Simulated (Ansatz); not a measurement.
The system is HPbNO4.

```
H Pb N O
1.0
     4.27531   -0.00040    0.00636
    -2.08399    5.20775   -0.04907
    -2.12377   -1.86574    4.91491
H Pb N O
1 1 1 4
Direct
  0.99073 0.03330 0.90994
  0.50274 0.81989 0.14287
  0.00838 0.47408 0.50265
  0.99816 0.92741 0.02877
  0.19467 0.73435 0.60852
  0.81673 0.35882 0.24556
  0.01381 0.33121 0.65217
```

The cell was built by a generator and needn't be a form met in nature.

Base run:

* Program: Ansatz 0.2.0
* Functional: LDA
* Potentials or basis: all-electron LAPW, scalar-relativistic
* Cutoff: 734 eV
* Density cutoff: 2936 eV
* Basis error allowed: 0.002 eV/atom
* k mesh: 6 × 4 × 4
* Occupations: fermi-dirac, width 0.05 eV
* Spin: no spin polarisation

Its results: band gap on the k mesh 2.81 eV, indirect (least direct gap 3.14 eV); pressure -5.3 GPa; largest force 0.920 eV/Å.

Task: After a change of settings the same cell gave: band gap on the k mesh 2.88 eV, indirect (least direct gap 3.20 eV); pressure -2.5 GPa; largest force 0.448 eV/Å. Which change was it?
A. functional from LDA to PBE; k mesh from 6 × 4 × 4 to 8 × 6 × 6
B. functional from LDA to PBEsol
C. functional from LDA to revPBE
D. functional from LDA to PBE; k mesh from 6 × 4 × 4 to 5 × 4 × 4

Result: B.

PBEsol binds less tightly than LDA, so the same cell stands under more pressure.

Caveats: spin-orbit coupling is left out, which as a rule narrows the gap of such compounds by several tenths of an eV.

Not every run made on this cell is shown here.
